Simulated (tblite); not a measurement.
# C13H24O: the cost of one run

Programs: PySCF 2.14.0 with density-fitted response routines of our own, and tblite 0.8.0. All values are computed, except where a source is named. Atoms count from 0 throughout.

## (1) The starting structure

38 atoms, charge 0, multiplicity 1; geometry from: MMFF94s geometry. This is the first candidate.

Bonds of the start (Å): C0–C1 1.52, C0–H14 1.11, C0–H15 1.10, C0–H16 1.09, C10–C12 1.52, C10–O11 1.23, C12–C13 1.51, C12–H33 1.10, C12–H34 1.11, C13–H35 1.09, C13–H36 1.09, C13–H37 1.10, C1–C2 1.50, C1–H17 1.09, C1–H18 1.10, C2–C3 1.34, C2–H19 1.10, C3–C4 1.51, C3–C5 1.52, C4–H20 1.10, C4–H21 1.10, C4–H22 1.10, C5–C6 1.57, C5–H23 1.10 and more.

## (2) GFN2-xTB relaxation, isomer A, conformer 1

Job settings and geometry (Å):

```
{"job": {"xc": "GFN2-xTB", "basis": "xTB", "kind": "relax"}, "charge": 0, "multiplicity": 1}
C     -4.642100    -1.293500     0.569000
C     -3.502500    -0.920600    -0.363000
C     -2.882300     0.391300     0.035900
C     -1.627700     0.663000     0.418100
C     -1.269100     2.056200     0.865800
C     -0.544400    -0.393600     0.598300
C      0.463300    -0.626900    -0.577800
C     -0.287400    -1.032200    -1.853100
C      1.380200    -1.818400    -0.182900
C      1.331100     0.597800    -0.918200
C      2.283700     1.051000     0.174400
O      1.869100     1.550500     1.222100
C      3.765300     0.867400    -0.087400
C      4.641400     1.260900     1.081600
H     -5.441200    -0.520800     0.546400
H     -4.312100    -1.393600     1.617700
H     -5.092500    -2.240000     0.265300
H     -3.869200    -0.855300    -1.382200
H     -2.770100    -1.735800    -0.334700
H     -3.587800     1.230100    -0.015500
H     -2.146800     2.722500     0.894700
H     -0.551400     2.517000     0.175800
H     -0.834200     2.056900     1.878900
H     -1.023400    -1.359500     0.839900
H      0.019900    -0.154700     1.520300
H     -0.954800    -0.234400    -2.209600
H      0.407200    -1.268400    -2.667900
H     -0.907000    -1.928100    -1.689900
H      1.914400    -1.618800     0.748500
H      2.120200    -2.017600    -0.956500
H      0.798100    -2.730500    -0.038700
H      0.723100     1.460300    -1.217300
H      1.945400     0.371200    -1.807900
H      3.952000    -0.188600    -0.332000
H      4.037800     1.479100    -0.971200
H      5.696100     1.109900     0.847400
H      4.389700     0.665900     1.964100
H      4.497600     2.321300     1.338100
```

Run with:

```bash
$ OMP_NUM_THREADS=1 python ens_run.py task.json out
```

This one command runs the whole study; its stages follow in the order run.

**Question.** How long does this first job take on 1 thread of Arm Neoverse V1, shared host?

About 3.3 s.
